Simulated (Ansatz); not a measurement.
# GaO− (singlet): the correlation ladder, aug-cc-pVDZ

One table from this session's results is given with a row withheld; the runs are named, their logs left out.

Program: Ansatz 0.2.0, Gaussian basis. Level of theory: aug-cc-pVDZ, core rule «outside noble gas», up to 15 orbitals frozen. These are calculated values, not measurements.

Plan: UHF; CCSD(T) on RHF; BCCD(T) on RHF; CISD; CCSDT(Q) on RHF; CCSDTQ on RHF; CASSCF and MRCISD+Q, 10 electrons in 8 orbitals; CASSCF and NEVPT2, 10 electrons in 8 orbitals.

3 further runs of the same task are left out: 2 for a known fault of the program, 1 set aside as unsound or not needed.

### The geometry

The geometry is a PBE0/def2-TZVPD stationary point (not a proven minimum). No spin-orbit coupling is included. The filled d shell of Ga may be among the frozen orbitals whatever the setting's name suggests; the logs give the count.

2 atoms, charge -1, spin multiplicity 1.

Atoms are counted from 1 here; the program's logs count them from 0.

Bond lengths: O1–Ga2 1.712 Å.

The first run:

File in.yaml:

```yaml
crystal:
  periodic: [false, false, false]
  atoms:
    - {symbol: O, position_ang: [0.000000, 0.000000, 0.000000]}
    - {symbol: Ga, position_ang: [0.000000, 0.000000, 1.712200]}
basis:
  gaussian: {orbitals: aug-cc-pVDZ}
total_charge: -1
magnetization: {spin_polarized: true, initial_magnetization: 0}
hamiltonian: {xc: hf}
output: {orbitals: {seedname: orbitals}}
```

Started as:

```console
$ ansatz run in.yaml --threads 1 --pin off --events-out ev --progress --plain --max-ram 4096MiB --backend cpu
```

Among the steps run: UHF; CCSD(T) on RHF; BCCD(T) on RHF; CISD; CCSDT(Q) on RHF; CCSDTQ on RHF; CASSCF and MRCISD+Q, 10 electrons in 8 orbitals; CASSCF and NEVPT2, 10 electrons in 8 orbitals.

One table of the session follows, with a row left open; its other results are not shown here.

| method | from RCCSDTQ (kJ/mol) |
| --- | --- |
| RHF | ? |
| RMP2 | +33.3 |
| RCCSD | +45.9 |
| RCCSD(T) | +5.8 |
| BCCD(T) | +4.4 |
| RCCSDT | +4.5 |
| RCCSDT(Q) | -1.3 |
| RCCSDTQ | 0 |
| CASSCF valence | +473.3 |
| NEVPT2 valence | +119.3 |
| MRCISD valence | +39.7 |
| MRCISD+Q valence | +7.8 |

Estimate the missing values for RHF.

**Answer.** from RCCSDTQ (kJ/mol): +803.4. In the column «from RCCSDTQ (kJ/mol)» it is the highest.
